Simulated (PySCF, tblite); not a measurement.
# C8H14BN: geometry, infrared bands and NMR shifts

Wanted: the infrared bands and NMR shifts of C8H14BN (`C=C(CC#N)CCB(C)C`), by calculation.

The runs use tblite 0.8.0 and PySCF 2.14.0, with density-fitted response routines of our own; the level of theory stands in each step. All values are computed, except where a source is named. Atoms count from 0, in the outputs and in this text.

### Step 1. The starting structure

24 atoms, charge 0, multiplicity 1; geometry from: force field or distance geometry start.

Bonds of the start (Å): C0–C1 1.34, C1–C2 1.53, C2–C3 1.46, C3–N4 1.16, C1–C5 1.51, C5–C6 1.53, C6–B7 1.60, B7–C8 1.59, B7–C9 1.60, C0–H10 1.09, C0–H11 1.07, C2–H12 1.11, C2–H13 1.11, C5–H14 1.12, C5–H15 1.12, C6–H16 1.11, C6–H17 1.10, C8–H18 1.11, C8–H19 1.11, C8–H20 1.12, C9–H21 1.11, C9–H22 1.10, C9–H23 1.11.

### Step 2. Geometry optimisation with GFN2-xTB

The job: settings as JSON, then the geometry in Å.

```
{"job": {"kind": "relax", "xc": "GFN2-xTB", "basis": "xTB"}, "charge": 0, "multiplicity": 1}
C      2.184500     1.613800    -0.791800
C      1.777900     0.792500     0.181000
C      2.823600     0.050600     1.017400
C      3.460200    -0.981100     0.201100
N      3.969500    -1.812900    -0.417600
C      0.304800     0.624000     0.490200
C     -0.372900    -0.224800    -0.586300
B     -1.917400    -0.442900    -0.250800
C     -2.933300     0.776200    -0.285200
C     -2.463800    -1.908400     0.085900
H      1.445700     2.163600    -1.383600
H      3.226100     1.753700    -1.010600
H      3.578400     0.767800     1.391700
H      2.353700    -0.429000     1.896300
H     -0.168200     1.637600     0.554800
H      0.172000     0.138600     1.495500
H      0.128400    -1.215500    -0.635100
H     -0.291600     0.257100    -1.575700
H     -2.410400     1.715400    -0.566200
H     -3.733700     0.578700    -1.021200
H     -3.394500     0.915900     0.722300
H     -2.261800    -2.578700    -0.775700
H     -3.545400    -1.872400     0.291000
H     -1.943400    -2.300200     0.980100
```

Run with:

```bash
$ OMP_NUM_THREADS=1 python probes_run.py task.json out
```

This one command runs all jobs of the session in turn.

**Question.** This job is followed by: GFN2-xTB harmonic vibrations, gas phase; GIAO PBE0/pcSseg-1 NMR shielding, non-relativistic, gas phase. What will the session give for the following? strongest single infrared mode (GFN2-xTB); zero-point energy (GFN2-xTB); ¹³C shifts against TMS (PBE0/pcSseg-1, means over atoms taken as alike); ¹H shifts against TMS (PBE0/pcSseg-1, means over atoms taken as alike); ¹⁵N shifts against NH3 (PBE0/pcSseg-1); ¹¹B shifts against BF3·OEt2 (PBE0/pcSseg-1); surface potential, 1st and 99th percentile.

The runs gave:

| quantity | value |
| --- | --- |
| strongest single infrared mode (GFN2-xTB) | 2407 cm⁻¹, 213 km/mol |
| zero-point energy (GFN2-xTB) | 125.5 kcal/mol |
| ¹³C shifts against TMS (PBE0/pcSseg-1, means over atoms taken as alike) | 153.6, 124.2, 121.6, 41.9, 37.2, 24.8, 14.3 ppm |
| ¹H shifts against TMS (PBE0/pcSseg-1, means over atoms taken as alike) | 5.47, 5.30, 2.84, 2.28, 1.94, 0.94 ppm |
| ¹⁵N shifts against NH3 (PBE0/pcSseg-1) | 300.3 ppm |
| ¹¹B shifts against BF3·OEt2 (PBE0/pcSseg-1) | 90.2 ppm |
| surface potential, 1st and 99th percentile | -1.85 V and 1.28 V |

Relaxing lowered the energy by 0.315 eV in 238 steps; the close pair that moved most is C5–H15, from 1.124 to 1.094 Å. All 66 modes are real, so the xTB geometry is a minimum. The strongest single mode, at 2407 cm⁻¹, moves mainly C3 and N4. Unscaled tight-binding wavenumbers are off by several per cent, some by more. Its intensities can rank the bands wrongly. The most deshielded carbon is C1 (fully substituted alkene carbon), at 153.6 ppm: as expected for a trigonal carbon in a double bond. At PBE0/pcSseg-1: The largest span, 480 ppm, is at N4, where the paramagnetic term is -373 ppm. At PBE0/pcSseg-1, counted by nearest atom on the grid, the HOMO lies on C0 35 %; C1 28 %, the LUMO on B7 57 %; H17, H18, H23 about 6 % each.
